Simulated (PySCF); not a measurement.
# C7H5FO: open-shell or spin-flip excitations

Wanted: open-shell or spin-flip excitations for C7H5FO (`O=Cc1ccccc1F`).

Computed with PySCF 2.14.0 and routines of our own; the level stands in each step. Atoms count from 0.

## (1) The starting structure

14 atoms, charge 0, multiplicity 1; geometry from: GFN2-xTB.

## (2) Open-shell or spin-flip excitations: collinear spin-flip TDA PBE50/def2-SVP

The job: settings as JSON, then the geometry in Å.

```
{"job": {"kind": "uabs", "xc": "PBE50", "basis": "def2-SVP", "nstates": 8, "spin_flip": true, "ref_mult": 3}, "charge": 0, "multiplicity": 1}
O      2.862040    -1.330501     0.448385
C      2.321481    -0.308543     0.112797
C      0.863941    -0.121510     0.042330
C      0.001652    -1.166657     0.379891
C     -1.367068    -1.000737     0.318434
C     -1.901521     0.215546    -0.082737
C     -1.069811     1.269391    -0.423268
C      0.298809     1.089967    -0.356977
F      1.101323     2.117772    -0.689694
H      2.905429     0.584664    -0.173439
H      0.443087    -2.102505     0.688354
H     -2.022670    -1.816066     0.582246
H     -2.971796     0.346224    -0.131560
H     -1.465575     2.222482    -0.736929
```

Method: collinear spin-flip TDA PBE50/def2-SVP, vertical, gas phase, core orbitals frozen in the response.

Started as:

```
OMP_NUM_THREADS=1 python excited_run.py task.json out
```

The driver reads the jobs from task.json and runs them one after another.

The program printed:

```text
coarse grid: 12880 points
cycle   1  E = -443.6089735975  dE =  2.187e+00  |g| = 6.548e-01  |ddm| = 3.236e+00
cycle   2  E = -441.4305618754  dE =  2.178e+00  |g| = 1.828e+00  |ddm| = 2.392e+00
cycle   3  E = -443.7378067137  dE = -2.307e+00  |g| = 3.570e-01  |ddm| = 2.296e+00
cycle   4  E = -443.8065643738  dE = -6.876e-02  |g| = 1.483e-01  |ddm| = 5.382e-01
cycle   5  E = -443.8201975403  dE = -1.363e-02  |g| = 4.576e-02  |ddm| = 2.669e-01
cycle   6  E = -443.8227317856  dE = -2.534e-03  |g| = 2.656e-02  |ddm| = 9.885e-02
cycle   7  E = -443.8246752793  dE = -1.943e-03  |g| = 2.062e-02  |ddm| = 8.430e-02
cycle   8  E = -443.8267500428  dE = -2.075e-03  |g| = 1.942e-02  |ddm| = 9.287e-02
cycle   9  E = -443.8286359635  dE = -1.886e-03  |g| = 1.954e-02  |ddm| = 7.915e-02
cycle  10  E = -443.8290444027  dE = -4.084e-04  |g| = 1.953e-02  |ddm| = 1.697e-02
cycle  11  E = -443.8264833675  dE =  2.561e-03  |g| = 1.910e-02  |ddm| = 1.078e-01
...
cycle  35  E = -443.8640582462  dE = -3.355e-06  |g| = 6.001e-04  |ddm| = 3.852e-03
cycle  36  E = -443.8640597613  dE = -1.515e-06  |g| = 5.940e-04  |ddm| = 1.575e-03
cycle  37  E = -443.8640576126  dE =  2.149e-06  |g| = 5.471e-04  |ddm| = 2.404e-03
cycle  38  E = -443.8640558117  dE =  1.801e-06  |g| = 4.033e-04  |ddm| = 4.945e-03
cycle  39  E = -443.8640559280  dE = -1.163e-07  |g| = 3.365e-04  |ddm| = 5.767e-03
cycle  40  E = -443.8640569528  dE = -1.025e-06  |g| = 1.633e-04  |ddm| = 6.436e-03
cycle  41  E = -443.8640573387  dE = -3.859e-07  |g| = 1.247e-04  |ddm| = 3.747e-03
cycle  42  E = -443.8640573794  dE = -4.070e-08  |g| = 4.452e-05  |ddm| = 2.076e-03
cycle  43  E = -443.8640573861  dE = -6.722e-09  |g| = 1.828e-05  |ddm| = 9.262e-04
cycle  44  E = -443.8640573863  dE = -1.537e-10  |g| = 1.405e-05  |ddm| = 8.334e-05
converged SCF energy = -443.8640573863

<S^2> of the reference = 2.0157 (exact 2.0000)

Spin-flip excitations, energies against the reference
state   eV       nm        f      <S^2>   main configurations
  1  -4.0300        -   0.00000   0.023   Ha->Lb 0.99
  2   0.5159    272.7   0.00262   2.029   Ha->L+1b 0.53, H-3a->Lb 0.42
  3   0.9362    249.7   0.27520   0.981   H-2a->Lb 0.90
  4   0.9840    247.3   0.00019   1.020   H-1a->Lb 0.98
  5   1.4675    225.5   0.37227   0.226   H-3a->Lb 0.51, Ha->L+1b 0.42
  6   1.9558    207.1   0.40597   0.923   Ha->L+2b 0.91
  7   3.4538    165.7   0.00024   1.033   H-5a->Lb 0.90
  8   3.8138    158.1   0.00003   1.370   H-1a->L+1b 0.73, H-1a->L+4b 0.21
```

Run time: 33 s. Hardware: 1 thread of Arm Neoverse V2, shared host; peak memory 0.57 GiB.

The ⟨S²⟩ below is that of the reference state, of multiplicity 3.

In short:

| quantity | value |
| --- | --- |
| low spin less high spin | -4.546 eV |
| ⟨S²⟩ | 2.016 |

Löwdin spin populations of the reference state:

O0 0.18; C1 0.05; C2 0.15; C3 0.42; C4 0.34; C5 0.22; C6 0.32; C7 0.27; F8 0.05; H9 0.00; H10 0.00; H11 0.00; H12 0.00; H13 0.00

## (3) What came out

```
                                                                quantity      value
low spin less high spin (step 2, collinear spin-flip TDA PBE50/def2-SVP)  -4.546 eV
```

In words: The values above hold for this geometry and these levels alone.
